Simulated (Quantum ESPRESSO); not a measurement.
HPbNO4:

```xyz
7
Lattice="3.8571 0.0018 -0.0366 0.1735 4.3344 -0.0165 0.7580 0.8387 5.8766" Properties=species:S:1:pos:R:3 pbc="T T T"
H     2.6784    4.0493    1.1289
Pb    3.2640    2.7055    5.3570
N     3.1776    1.4531    2.9117
O     1.3252    2.6900    4.5562
O     2.9731    4.6255    2.8902
O     2.3661    4.0462    0.1903
O     3.3249    2.1006    1.8421
```

The cell was built by a generator and needn't be a form met in nature.

Base run:

- Program: Quantum ESPRESSO 7.5
- Functional: PBE
- Potentials or basis: SG15 PBE 1.2
- Cutoff: 1197 eV
- Density cutoff: 4789 eV
- k mesh: 4 × 4 × 3
- Occupations: fermi-dirac, width 0.05 eV
- Spin: no spin polarisation

Its results: band gap on the k mesh 0.55 eV, indirect (least direct gap 0.93 eV); pressure 0.2 GPa; largest force 0.098 eV/Å.

The run is repeated on the same cell with these changes: functional from PBE to PBEsol. What comes out?

Band gap on the k mesh 0.56 eV, indirect (least direct gap 0.94 eV); pressure -2.4 GPa; largest force 0.281 eV/Å.

PBEsol binds more tightly than PBE, so the same cell stands under less pressure.

Caveats: spin-orbit coupling is left out, which as a rule narrows the gap of such compounds by several tenths of an eV; the mesh misses the band edges, which the band path finds closer together; the potentials were made for another functional, which shifts forces and pressure (some runs).
